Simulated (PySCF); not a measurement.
# Cr⁺, Cr²⁺: ionisation energy in cc-pVDZ-DK

Wanted: the ionisation energy of chromium, up a ladder of methods.

The numbers are computed with PySCF 2.14.0 (unrestricted determinants in a Gaussian basis, no spin-orbit coupling in the energies), except any that are marked as measured or tabulated.

### 1 The system

- Element: chromium (Z = 24)
- Basis: cc-pVDZ-DK
- Hamiltonian: scalar relativity by spin-free X2C-1e
- State 1: Cr⁺: [Ar] 3d5, high-spin 6S determinant
- State 2: Cr²⁺: [Ar] 3d4, high-spin 5D determinant
- Methods: UHF, M06-2X, LDA, MP2
- Core shells frozen in the correlated runs: valence: [Ar] (for Cr⁺)

The outer shells:

Cr+ [Ar] 3d5
```
[Ar] core
3d [↑ ][↑ ][↑ ][↑ ][↑ ]
```

Cr2+ [Ar] 3d4
```
[Ar] core
3d [↑ ][↑ ][↑ ][↑ ][  ]
```

The runs were made by one driver on top of PySCF. The scripts below sum up each run's settings (the driver also hands on starting orbitals that pick excited configurations, and frozen orbitals as a list rather than a count), and the logs come from the driver's own runs. The driver starts from symmetry-adapted Hartree-Fock orbitals, holds the occupation by maximum overlap and uses a logarithmic radial grid for functionals, so a plain start would take other cycles.

It was started by

```console
$ OMP_NUM_THREADS=1 python atomrun2.py TASK.json OUT
```

The integrals over 43 functions and the set-up took 0.61 s of CPU time.

### 2 Cr⁺: the ladder of methods

**UHF**

input.py

```python
from pyscf import gto, scf, dft, mp, cc
import basis_set_exchange as bse
mol = gto.M(atom="Cr 0 0 0", charge=1, spin=5, symmetry="D2h",
            basis=gto.basis.parse(bse.get_basis("cc-pVDZ-DK", elements=["Cr"], fmt="nwchem", header=False)),
            nucmod="G")
mf = scf.UHF(mol).sfx2c1e()
mf.irrep_nelec = {'Ag': (5, 3), 'B1g': (1, 0), 'B2g': (1, 0), 'B3g': (1, 0), 'B1u': (2, 2), 'B2u': (2, 2), 'B3u': (2, 2)}
mf.kernel()
```

**M06-2X**

Changes to input.py:

```diff
@@ -5,3 +5,3 @@
             nucmod="G")
-mf = scf.UHF(mol).sfx2c1e()
+mf = dft.UKS(mol, xc="M062X").sfx2c1e()
 mf.irrep_nelec = {'Ag': (5, 3), 'B1g': (1, 0), 'B2g': (1, 0), 'B3g': (1, 0), 'B1u': (2, 2), 'B2u': (2, 2), 'B3u': (2, 2)}
```

**LDA**

Changes to input.py:

```diff
@@ -5,3 +5,3 @@
             nucmod="G")
-mf = dft.UKS(mol, xc="M062X").sfx2c1e()
+mf = dft.UKS(mol, xc="LDA,VWN").sfx2c1e()
 mf.irrep_nelec = {'Ag': (5, 3), 'B1g': (1, 0), 'B2g': (1, 0), 'B3g': (1, 0), 'B1u': (2, 2), 'B2u': (2, 2), 'B3u': (2, 2)}
```

**MP2 (valence)**

Changes to input.py:

```diff
@@ -5,4 +5,5 @@
             nucmod="G")
-mf = dft.UKS(mol, xc="LDA,VWN").sfx2c1e()
+mf = scf.UHF(mol).sfx2c1e()
 mf.irrep_nelec = {'Ag': (5, 3), 'B1g': (1, 0), 'B2g': (1, 0), 'B3g': (1, 0), 'B1u': (2, 2), 'B2u': (2, 2), 'B3u': (2, 2)}
 mf.kernel()
+mp.UMP2(mf, frozen=9).kernel()
```

### 3 Cr²⁺

**UHF**

input.py

```python
from pyscf import gto, scf, dft, mp, cc
import basis_set_exchange as bse
mol = gto.M(atom="Cr 0 0 0", charge=2, spin=4, symmetry="D2h",
            basis=gto.basis.parse(bse.get_basis("cc-pVDZ-DK", elements=["Cr"], fmt="nwchem", header=False)),
            nucmod="G")
mf = scf.UHF(mol).sfx2c1e()
mf.irrep_nelec = {'Ag': (4, 3), 'B1g': (1, 0), 'B2g': (1, 0), 'B3g': (1, 0), 'B1u': (2, 2), 'B2u': (2, 2), 'B3u': (2, 2)}
mf.kernel()
```

**M06-2X**

Changes to input.py:

```diff
@@ -5,3 +5,3 @@
             nucmod="G")
-mf = scf.UHF(mol).sfx2c1e()
+mf = dft.UKS(mol, xc="M062X").sfx2c1e()
 mf.irrep_nelec = {'Ag': (4, 3), 'B1g': (1, 0), 'B2g': (1, 0), 'B3g': (1, 0), 'B1u': (2, 2), 'B2u': (2, 2), 'B3u': (2, 2)}
```

**LDA**

Changes to input.py:

```diff
@@ -5,3 +5,3 @@
             nucmod="G")
-mf = dft.UKS(mol, xc="M062X").sfx2c1e()
+mf = dft.UKS(mol, xc="LDA,VWN").sfx2c1e()
 mf.irrep_nelec = {'Ag': (4, 3), 'B1g': (1, 0), 'B2g': (1, 0), 'B3g': (1, 0), 'B1u': (2, 2), 'B2u': (2, 2), 'B3u': (2, 2)}
```

**MP2 (valence)**

Changes to input.py:

```diff
@@ -5,4 +5,5 @@
             nucmod="G")
-mf = dft.UKS(mol, xc="LDA,VWN").sfx2c1e()
+mf = scf.UHF(mol).sfx2c1e()
 mf.irrep_nelec = {'Ag': (4, 3), 'B1g': (1, 0), 'B2g': (1, 0), 'B3g': (1, 0), 'B1u': (2, 2), 'B2u': (2, 2), 'B3u': (2, 2)}
 mf.kernel()
+mp.UMP2(mf, frozen=9).kernel()
```

**Question.** What will these runs give?

**Answer**, as computed:

```
              quantity                                                  value
ionisation energy, Cr⁺  UHF 15.065, MP2 (valence) 15.993 eV; reference 16.486
```

**Reading.** The methods span 2.360 eV, from UHF (15.065) to LDA (17.425). The reference is uncertain or not like for like (spin-orbit coupling or other relativistic terms), so no ranking of close methods is drawn. All values hold for this basis alone; no basis-set limit was taken.
